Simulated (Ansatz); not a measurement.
# ClMo: the cost of one run

Computed with Ansatz 0.2.0, Gaussian basis. Level: def2-TZVPP, core rule «outside noble gas», up to 9 orbitals frozen.

The runs, in order: UHF; CCSD(T) on ROHF; CCSD(T) on UHF; CCSDT(Q) on ROHF; CCSDT(Q) on UHF.

5 further runs of the same task are left out: 2 for a known fault of the program, 3 set aside as unsound or not needed. Runs told in other sessions of the task aren't counted.

## Step 1: What is computed

The geometry is a PBE0/def2-TZVP stationary point (not a proven minimum) of the parent state, kept for this charge and spin. No spin-orbit coupling is included. Elements past krypton take def2 core potentials.

2 atoms, charge 1, spin multiplicity 5.

Atoms are counted from 1 here; the program's logs count them from 0.

Bond lengths: Mo1–Cl2 2.637 Å.

## Step 2: UHF

in.yaml

```yaml
crystal:
  periodic: [false, false, false]
  atoms:
    - {symbol: Mo, position_ang: [0.000000, 0.000000, 0.000000]}
    - {symbol: Cl, position_ang: [0.000000, 0.000000, 2.637200]}
basis:
  gaussian: {orbitals: def2-TZVPP}
total_charge: 1
magnetization: {spin_polarized: true, initial_magnetization: 4}
hamiltonian: {xc: hf}
output: {orbitals: {seedname: orbitals}}
```

On the command line:

```sh
$ ansatz run in.yaml --threads 1 --pin off --events-out ev --progress --plain --max-ram 2816MiB --backend cpu
```

What time and memory should one allow on 1 thread of AMD EPYC 7R13, shared host?

About 12 s, with a peak of 0.27 GiB.
